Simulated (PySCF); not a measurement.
**RuSCl2: relaxation and vibrations of the triplet**

The task is one start of a wider search on RuSCl2: the triplet, from a PBE0 minimum start. It is relaxed, tested by its Hessian and followed downhill if it is a saddle.

Computed with PySCF 2.14.0. Level: PBE0, basis Ru def2-SVP with ECP28, S def2-SVP, Cl def2-SVP, scalar-relativistic core potentials, no spin–orbit coupling, density fitting.

**1. Starting geometry**

4 atoms, charge 0, spin multiplicity 3.

Bond lengths: Ru1–S2 2.033 Å, Ru1–Cl3 2.201 Å, Ru1–Cl4 2.201 Å. Angles: S2–Ru1–Cl3 114.1°, S2–Ru1–Cl4 114.1°, Cl3–Ru1–Cl4 131.8°.

```xyz
4
charge 0 multiplicity 3
Ru    0.0000    0.0000    0.0103
S     0.0000    0.0000   -2.0224
Cl   -2.0092    0.0000    0.9095
Cl    2.0092    0.0000    0.9095
```

**2. Finding the electronic state**

The steps below are one call of a driver around PySCF. For each, scf.py gives the equivalent set-up of the SCF; relaxations use the driver's own optimiser. After this first run the driver tries any further starts and a stability analysis.

Input file scf.py:

```python
from pyscf import gto, scf, dft
mol = gto.M(atom='''
Ru    -0.000000     0.000000     0.010340
S     -0.000000     0.000000    -2.022400
Cl    -2.009160     0.000000     0.909470
Cl     2.009160     0.000000     0.909480''',
    basis={'Ru': 'def2-SVP', 'S': 'def2-SVP', 'Cl': 'def2-SVP'},
    ecp={'Ru': 'def2-SVP'},
    charge=0, spin=2)
mf = dft.UKS(mol, xc='PBE0')
mf.grids.atom_grid = (50, 194)
aux = {'Ru': 'def2-universal-JKFIT', 'S': 'def2-universal-JKFIT', 'Cl': 'def2-universal-JKFIT'}
mf = mf.density_fit(auxbasis=aux)
mf.conv_tol = 1e-08
mf.diis_space = 10
mf.max_cycle = 60
mf.init_guess = 'minao'
mf.verbose = 4
mf.kernel()
```

On the command line:

```
$ OMP_NUM_THREADS=2 python axn.py task.json out
```

Standard output:

```text
init E= -1403.48681265338
[... the frontier-level lines of each cycle are left out ...]
cycle= 1 E= -1411.95818641473  delta_E= -8.47  |g|= 1.17  |ddm|=  2.4
cycle= 2 E= -1403.70464023024  delta_E= 8.25  |g|=    3  |ddm|=  7.2
cycle= 3 E= -1412.44510715459  delta_E= -8.74  |g|= 0.653  |ddm|= 7.09
cycle= 4 E= -1412.19831070514  delta_E= 0.247  |g|= 0.88  |ddm|= 1.05
cycle= 5 E= -1412.65598385172  delta_E= -0.458  |g|= 0.176  |ddm|= 0.879
cycle= 6 E= -1412.66746404783  delta_E= -0.0115  |g|=  0.1  |ddm|= 0.168
cycle= 7 E= -1412.67215497306  delta_E= -0.00469  |g|= 0.0344  |ddm|= 0.0774
cycle= 8 E= -1412.67297107289  delta_E= -0.000816  |g|= 0.00704  |ddm|= 0.0413
cycle= 9 E= -1412.67308748687  delta_E= -0.000116  |g|= 0.00486  |ddm|= 0.0257
cycle= 10 E= -1412.67313741483  delta_E= -4.99e-05  |g|= 0.00263  |ddm|= 0.0169
cycle= 11 E= -1412.67316818568  delta_E= -3.08e-05  |g|= 0.000805  |ddm|= 0.02
cycle= 12 E= -1412.67317497747  delta_E= -6.79e-06  |g|= 0.000535  |ddm|= 0.00996
cycle= 13 E= -1412.6731768842  delta_E= -1.91e-06  |g|= 0.000221  |ddm|= 0.00584
cycle= 14 E= -1412.67317713889  delta_E= -2.55e-07  |g|= 0.000115  |ddm|= 0.00222
cycle= 15 E= -1412.67317715766  delta_E= -1.88e-08  |g|= 0.0001  |ddm|= 0.000411
cycle= 16 E= -1412.6731771767  delta_E= -1.9e-08  |g|= 1.79e-05  |ddm|= 0.000535
cycle= 17 E= -1412.67317717864  delta_E= -1.94e-09  |g|= 1.24e-05  |ddm|= 0.000169
Extra cycle  E= -1412.67317717884  delta_E= -2.01e-10  |g|= 2.2e-05  |ddm|= 6.61e-05
converged SCF energy = -1412.67317717884  <S^2> = 2.0287524  2S+1 = 3.0191074
```

This step, with its further starts and checks, took 18 s on 2 threads of Arm Neoverse V2, shared host.

Energies from each starting density:

```
                      start   energy (Eh)
    the minimal-basis guess  -1412.673177
a thermally smeared density  -1412.673177
      a smeared PBE density  -1412.673177
```

No lower solution of this spin turned up from the other starts or in the test of internal stability.

**3. Relaxing the triplet from the PBE0 minimum start**

The program finds C2v symmetry in the start, which this walk keeps. Threshold on the gradient: 0.0003 Eh/bohr, with a further test on the energy change.

Changes to scf.py since step 2:

```diff
@@ -4,3 +4,3 @@
-S     -0.000000     0.000000    -2.022400
-Cl    -2.009160     0.000000     0.909470
-Cl     2.009160     0.000000     0.909480''',
+S      0.000003     0.000000    -2.022400
+Cl    -2.009161     0.000000     0.909472
+Cl     2.009159     0.000000     0.909478''',
@@ -17 +16,0 @@
-mf.init_guess = 'minao'
```

Energy and gradient, step by step:

```
step   energy (Eh)  change (kJ/mol)  largest symmetric gradient (Eh/bohr)
   0  -1412.673177             0.00                               0.00038
   1  -1412.673178             0.00                               0.00015
```

The walk took 4.7 s.

Geometry (Å) and forces (eV/Å) at some steps:

```
step 0
Ru   0.000   0.000   0.010   0.000   0.000   0.020
S    0.000   0.000  -2.022   0.000   0.000  -0.005
Cl  -2.009   0.000   0.909  -0.004   0.000  -0.007
Cl   2.009   0.000   0.909   0.004   0.000  -0.007
step 1
Ru   0.000   0.000   0.011   0.000   0.000   0.008
S    0.000   0.000  -2.022   0.000   0.000   0.003
Cl  -2.010   0.000   0.909  -0.003   0.000  -0.005
Cl   2.010   0.000   0.909   0.003   0.000  -0.005
```

After 1 steps and 0.0 kJ/mol it ends at C2v: Ru–Cl 2.201 Å (×2), Ru–S 2.033 Å; Cl–Ru–Cl 131.9°, Cl–Ru–S 114.1° (×2).

**4. Hessian and properties**

The point is checked on the finer grid, and tightened if its gradient asks for it. The Hessian and the dipole derivatives come from central differences of analytic gradients, with steps of 0.02 bohr.

Changes to scf.py since step 3:

```diff
@@ -3,4 +3,4 @@
-Ru    -0.000000     0.000000     0.010340
-S      0.000003     0.000000    -2.022400
-Cl    -2.009161     0.000000     0.909472
-Cl     2.009159     0.000000     0.909478''',
+Ru    -0.000000     0.000000     0.011004
+S      0.000003     0.000000    -2.021683
+Cl    -2.010112     0.000000     0.908233
+Cl     2.010109     0.000000     0.908239''',
@@ -11 +11 @@
-mf.grids.atom_grid = (50, 194)
+mf.grids.atom_grid = (75, 302)
@@ -14 +14 @@
-mf.conv_tol = 1e-08
+mf.conv_tol = 1e-10
```

This SCF starts from the last density.

SCF at the final geometry:

```text
init E= -1412.67315260075
[... the frontier-level lines of each cycle are left out ...]
cycle= 1 E= -1412.67315260039  delta_E= 3.68e-10  |g|= 2.63e-05  |ddm|= 4.95e-05
cycle= 2 E= -1412.67315259823  delta_E= 2.16e-09  |g|= 6.23e-05  |ddm|= 0.000111
cycle= 3 E= -1412.67315260067  delta_E= -2.44e-09  |g|= 2.03e-05  |ddm|= 8.24e-05
cycle= 4 E= -1412.67315260086  delta_E= -1.96e-10  |g|= 6.3e-07  |ddm|= 1.58e-05
cycle= 5 E= -1412.67315260087  delta_E= -8.64e-12  |g|= 3e-07  |ddm|= 9.97e-06
Extra cycle  E= -1412.67315260087  delta_E= -3.64e-12  |g|= 2.66e-07  |ddm|= 1.2e-06
converged SCF energy = -1412.67315260087  <S^2> = 2.0288533  2S+1 = 3.0191743
```

The whole step took 69 s.

Geometry: C2v; Ru–Cl 2.201 Å (×2), Ru–S 2.033 Å; Cl–Ru–Cl 131.9°, Cl–Ru–S 114.1° (×2).

Modes, for the most abundant isotopes:

```json
{"symmetry": "b1", "ω (cm⁻¹)": "74", "IR (km/mol)": "1.0", "μ (u)": "51.00"}
{"symmetry": "a1", "ω (cm⁻¹)": "105", "IR (km/mol)": "0.0", "μ (u)": "39.46"}
{"symmetry": "b2", "ω (cm⁻¹)": "143", "IR (km/mol)": "1.0", "μ (u)": "35.68"}
{"symmetry": "a1", "ω (cm⁻¹)": "378", "IR (km/mol)": "17.3", "μ (u)": "36.12"}
{"symmetry": "b2", "ω (cm⁻¹)": "443", "IR (km/mol)": "72.5", "μ (u)": "46.96"}
{"symmetry": "a1", "ω (cm⁻¹)": "582", "IR (km/mol)": "31.0", "μ (u)": "39.01"}
```

Every mode is real; the point is a minimum.

Constants and moments:

- Dipole moment: 0.69 D
- Highest occupied level: -7.49 eV
- Lowest empty level: -4.60 eV
- Rotational constants: 0.08949, 0.05965, 0.03579 cm⁻¹
- Zero-point energy: 10.3 kJ/mol
- Principal polarisabilities: 42.5, 84.7, 90.2 bohr³
- Atomisation energy without zero-point energy: 1018 kJ/mol
- Principal traceless quadrupole moments about the centre of mass: -2.06, -1.62, 3.68 D Å
- Entropy at 298.15 K and 1 bar (electronic part: spin only): 350.2 J/(mol K)
- Heat capacity Cp at 298.15 K: 74.2 J/(mol K)
- Enthalpy at 298.15 K above 0 K: 17.62 kJ/mol
- Rotational symmetry number: 2
- Spin squared ⟨S²⟩: 2.029

Charges (e) and bond orders:

| atom | Mulliken | Löwdin | polar tensor | spin (Mulliken) | Mayer order to Ru1 |
| --- | --- | --- | --- | --- | --- |
| Ru1 | 0.24 | -0.82 | 1.03 | 1.57 | – |
| S2 | 0.06 | 0.43 | -0.21 | 0.24 | 2.15 |
| Cl3,4 | -0.15 | 0.20 | -0.41 | 0.09 | 1.16 |

Outer orbital energies (eV). α occupied: -11.41, -10.27, -10.08, -10.00, -8.98, -8.32, -8.09, -7.49; empty: -4.60, -4.07, 0.39, 0.73. β occupied: -11.41, -10.27, -10.21, -9.94, -9.94, -9.28, -8.99, -7.53; empty: -4.08, -4.04, -3.89, -3.53.

Mulliken populations on Ru1 (outside its core potential): s 2.53, p 6.51, d 6.71, f 0.01.

**5. Outcome**

| quantity | value |
| --- | --- |
| minimum | triplet, C2v |
| geometry | Ru–Cl 2.201 Å (×2), Ru–S 2.033 Å; Cl–Ru–Cl 131.9°, Cl–Ru–S 114.1° (×2) |
| wavenumbers (cm⁻¹) | 74 (b1), 105 (a1), 143 (b2), 378 (a1), 443 (b2), 582 (a1) |
| dipole moment | 0.69 D |
| highest occupied, lowest empty level (either spin) | -7.49, -4.60 eV |
| polar-tensor charge of Ru1 | +1.03 e |
| zero-point energy | 10.3 kJ/mol |
| entropy at 298.15 K | 350.2 J/(mol K) |
| atomisation energy (no zero-point energy) | 1018 kJ/mol |
| ⟨S²⟩ | 2.029 |

The PBE0 minimum start keeps its C2v symmetry and ends in a minimum. In the infrared the band at 443 cm⁻¹ (b2, stretch) leads. Most of the spin sits on Ru1 (Mulliken spin 1.57, against 2 for the whole molecule). Other starts or spin states, not run here, may lie lower. One determinant may miss the lowest occupation of an open d or f shell.

The search up to here took 92 s.
